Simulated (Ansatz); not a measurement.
# C3H4BN: basis-set convergence

The task here is to estimate one member of a computed series from the others.

Computed with Ansatz 0.2.0, Gaussian basis. Level: one geometry, several basis sets.

Plan: PBE0-D4/def2-SVP; ωB97M-V/def2-SVP; PBE0-D4/def2-QZVPP; ωB97M-V/def2-QZVPP; the functionals' def2-TZVPP values are taken from earlier runs.

## The geometry

The geometry comes from an earlier relaxation with PBE0-D4 in a triple-zeta def2 set; it is a stationary point, not always the lowest conformer.

SMILES `C#CBN=C`, 9 atoms, charge 0, spin multiplicity 1.

Atoms are counted from 1 here; the program's logs count them from 0.

Bond lengths: C1–C2 1.206 Å, C1–H6 1.065 Å, C2–B3 1.525 Å, B3–N4 1.360 Å, B3–H7 1.197 Å, N4–C5 1.238 Å, C5–H8 1.095 Å, C5–H9 1.095 Å. Angles: C2–C1–H6 179.9°, C1–C2–B3 178.0°, C2–B3–N4 120.7°, C2–B3–H7 121.5°, N4–B3–H7 117.8°, B3–N4–C5 179.2°, N4–C5–H8 121.5°, N4–C5–H9 121.5°, H8–C5–H9 117.0°.

Geometry (Å):

```csv
atom,x (Å),y (Å),z (Å)
C1,0.6754,2.4834,-0.6294
C2,0.7226,1.2913,-0.4539
B3,0.8328,-0.2159,-0.2493
N4,-0.2212,-0.9311,0.2261
C5,-1.1718,-1.5960,0.6577
H6,0.6322,3.5365,-0.7839
H7,1.8418,-0.8093,-0.4990
H8,-1.9101,-2.0427,-0.0160
H9,-1.3132,-1.7624,1.7304
```

The first run:

File in.yaml:

```yaml
crystal:
  periodic: [false, false, false]
  atoms:
    - {symbol: C, position_ang: [0.675387, 2.483374, -0.629375]}
    - {symbol: C, position_ang: [0.722633, 1.291289, -0.453858]}
    - {symbol: B, position_ang: [0.832772, -0.215949, -0.249289]}
    - {symbol: N, position_ang: [-0.221191, -0.931126, 0.226130]}
    - {symbol: C, position_ang: [-1.171793, -1.596019, 0.657698]}
    - {symbol: H, position_ang: [0.632156, 3.536496, -0.783884]}
    - {symbol: H, position_ang: [1.841837, -0.809299, -0.499029]}
    - {symbol: H, position_ang: [-1.910055, -2.042688, -0.016036]}
    - {symbol: H, position_ang: [-1.313248, -1.762379, 1.730442]}
basis:
  gaussian: {orbitals: def2-SVP}
hamiltonian: {xc: pbe0, dispersion: d4}
output: {orbitals: {seedname: orbitals}}
```

Started as:

```console
$ ansatz run in.yaml --threads 2 --pin off --events-out ev --progress --plain --max-ram 4352MiB
```

Steps of the session up to this table: PBE0-D4 in def2-SVP; ωB97M-V in def2-SVP; PBE0-D4 in def2-QZVPP; ωB97M-V in def2-QZVPP.

One of the session's tables, all rows but one given; the rest of the session is left out.

It belongs to the step «Density functionals: the series». 

| functional | basis | HOMO (eV) |
| --- | --- | --- |
| PBE0-D4 | def2-SVP | -7.44 |
| PBE0-D4 | def2-TZVPP | -7.50 |
| PBE0-D4 | def2-QZVPP | ? |
| ωB97M-V | def2-SVP | -9.63 |
| ωB97M-V | def2-TZVPP | -9.71 |
| ωB97M-V | def2-QZVPP | -9.72 |

Estimate the missing values for PBE0-D4, def2-QZVPP.

As computed: HOMO (eV): -7.52. In the column «HOMO (eV)» it lies between ωB97M-V, def2-SVP (-9.63) and PBE0-D4, def2-TZVPP (-7.50).
